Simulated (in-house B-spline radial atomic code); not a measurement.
# Tb¹⁶⁺: excited configurations in jj coupling

Aim: the energies of several excited configurations of Tb¹⁶⁺ above a reference configuration, each from its own self-consistent run.

Program: in-house B-spline radial atomic code version 1. Level of theory: Dirac-Hartree-Fock, average of configuration, Fermi nucleus, basis-set limit. These are calculated values, not measurements, unless marked.

## 1. The system

- element: terbium (Z = 65)
- charge: +16
- electrons: 49
- configuration: 1s2 2s2 2p6 3s2 3p6 3d10 4s2 4p6 4d10 4f-3
- Hamiltonian: Dirac-Coulomb
- nucleus: Fermi, rms radius 5.060 fm

In configurations, a minus sign after the shell means j = l − 1/2 and a plus sign j = l + 1/2; the count of electrons follows.

Settings of the run:

```ini
Z = 65
electrons = 49.0
configuration = 1s2 2s2 2p6 3s2 3p6 3d10 4s2 4p6 4d10 4f-3
hamiltonian = dirac
method = hf
spin_polarised = False
nucleus = fermi
rms_radius = 5.06
mass_number = 159
atomic_mass = 158.925353707
speed_of_light = 137.035999084
```

From the earlier run of the reference: total energy -11630.458685 hartree. Levels, eight at most:

```csv
orbital,occupation,energy (eV),<r> (bohr)
3d3/2,4,-1673.17,0.2137
3d5/2,6,-1636.52,0.2173
4s1/2,2,-768.44,0.5308
4p1/2,2,-689.52,0.5389
4p3/2,4,-648.90,0.5635
4d3/2,4,-517.55,0.5811
4d5/2,6,-504.05,0.5904
4f5/2,3,-353.44,0.6156
```

## 2. Configuration 1s2 2s2 2p6 3s2 3p6 3d10 4s2 4p6 4d10 4f+2 6d+1

Settings of the run:

```ini
Z = 65
electrons = 49.0
configuration = 1s2 2s2 2p6 3s2 3p6 3d10 4s2 4p6 4d10 4f+2 6d+1
hamiltonian = dirac
method = hf
spin_polarised = False
nucleus = fermi
rms_radius = 5.06
mass_number = 159
atomic_mass = 158.925353707
speed_of_light = 137.035999084
```

## 3. 1s2 2s2 2p6 3s2 3p6 3d10 4s2 4p6 4d-3 4d+6 4f-1 4f+2 8f-1

The settings differ from step 2 so:

```diff
@@ -2,3 +2,3 @@
 electrons = 49.0
-configuration = 1s2 2s2 2p6 3s2 3p6 3d10 4s2 4p6 4d10 4f+2 6d+1
+configuration = 1s2 2s2 2p6 3s2 3p6 3d10 4s2 4p6 4d-3 4d+6 4f-1 4f+2 8f-1
 hamiltonian = dirac
```

## 4. Configuration 1s2 2s2 2p6 3s2 3p6 3d10 4s2 4p6 4d-4 4d+5 4f-2 4f+1 8d-1

The settings differ from step 3 so:

```diff
@@ -2,3 +2,3 @@
 electrons = 49.0
-configuration = 1s2 2s2 2p6 3s2 3p6 3d10 4s2 4p6 4d-3 4d+6 4f-1 4f+2 8f-1
+configuration = 1s2 2s2 2p6 3s2 3p6 3d10 4s2 4p6 4d-4 4d+5 4f-2 4f+1 8d-1
 hamiltonian = dirac
```

## 5. Run with 1s2 2s2 2p6 3s2 3p6 3d10 4s2 4p6 4d-4 4d+5 4f-1 4f+2 6d-1

The settings differ from step 4 so:

```diff
@@ -2,3 +2,3 @@
 electrons = 49.0
-configuration = 1s2 2s2 2p6 3s2 3p6 3d10 4s2 4p6 4d-4 4d+5 4f-2 4f+1 8d-1
+configuration = 1s2 2s2 2p6 3s2 3p6 3d10 4s2 4p6 4d-4 4d+5 4f-1 4f+2 6d-1
 hamiltonian = dirac
```

## 6. Configuration 1s2 2s2 2p6 3s2 3p6 3d10 4s2 4p6 4d10 4f-1 4f+1 6g+1

The settings differ from step 5 so:

```diff
@@ -2,3 +2,3 @@
 electrons = 49.0
-configuration = 1s2 2s2 2p6 3s2 3p6 3d10 4s2 4p6 4d-4 4d+5 4f-1 4f+2 6d-1
+configuration = 1s2 2s2 2p6 3s2 3p6 3d10 4s2 4p6 4d10 4f-1 4f+1 6g+1
 hamiltonian = dirac
```

## 7. Run with 1s2 2s2 2p6 3s2 3p6 3d10 4s2 4p6 4d10 4f-2 4f+1

The settings differ from step 6 so:

```diff
@@ -2,3 +2,3 @@
 electrons = 49.0
-configuration = 1s2 2s2 2p6 3s2 3p6 3d10 4s2 4p6 4d10 4f-1 4f+1 6g+1
+configuration = 1s2 2s2 2p6 3s2 3p6 3d10 4s2 4p6 4d10 4f-2 4f+1
 hamiltonian = dirac
```

## 8. Run with 1s2 2s2 2p6 3s2 3p6 3d10 4s2 4p6 4d10 4f-1 4f+2

The settings differ from step 7 so:

```diff
@@ -2,3 +2,3 @@
 electrons = 49.0
-configuration = 1s2 2s2 2p6 3s2 3p6 3d10 4s2 4p6 4d10 4f-2 4f+1
+configuration = 1s2 2s2 2p6 3s2 3p6 3d10 4s2 4p6 4d10 4f-1 4f+2
 hamiltonian = dirac
```

Before running: How far above the reference does each configuration lie (order and size, in eV)?

**Answer**, as computed:

| net move | configuration | energy above the reference (eV) | with Breit, QED, recoil (eV) | largest <r> (bohr) |
| --- | --- | --- | --- | --- |
| 4f5/2 → 4f7/2 | 1s2 2s2 2p6 3s2 3p6 3d10 4s2 4p6 4d10 4f-2 4f+1 | 2.520 | 2.436 | 0.620 |
| 2×4f5/2 → 2×4f7/2 | 1s2 2s2 2p6 3s2 3p6 3d10 4s2 4p6 4d10 4f-1 4f+2 | 3.892 | 3.741 | 0.620 |
| 3×4f5/2 → 2×4f7/2, 6d5/2 | 1s2 2s2 2p6 3s2 3p6 3d10 4s2 4p6 4d10 4f+2 6d+1 | 196.68 | 196.63 | 2.06 |
| 2×4f5/2 → 4f7/2, 6g9/2 | 1s2 2s2 2p6 3s2 3p6 3d10 4s2 4p6 4d10 4f-1 4f+1 6g+1 | 241.16 | 241.14 | 2.47 |
| 4d5/2, 2×4f5/2 → 2×4f7/2, 6d3/2 | 1s2 2s2 2p6 3s2 3p6 3d10 4s2 4p6 4d-4 4d+5 4f-1 4f+2 6d-1 | 350.39 | 350.15 | 2.05 |
| 4d5/2, 4f5/2 → 4f7/2, 8d3/2 | 1s2 2s2 2p6 3s2 3p6 3d10 4s2 4p6 4d-4 4d+5 4f-2 4f+1 8d-1 | 425.78 | 425.59 | 4.18 |
| 4d3/2, 2×4f5/2 → 2×4f7/2, 8f5/2 | 1s2 2s2 2p6 3s2 3p6 3d10 4s2 4p6 4d-3 4d+6 4f-1 4f+2 8f-1 | 444.54 | 444.11 | 4.58 |

**Reading.** The energies run from 2.520 eV (4f5/2 → 4f7/2) to 444.54 eV (4d3/2, 2×4f5/2 → 2×4f7/2, 8f5/2). 2 of them lie more than 2 % above the ionisation threshold that Koopmans' theorem gives (353.44 eV), where such states can decay by emitting an electron. Two partly filled shells share a symmetry and can mix in the average, which may lower the energy, for: 4d3/2, 2×4f5/2 → 2×4f7/2, 8f5/2. These are averages over configurations, without correlation, not spectroscopic levels.
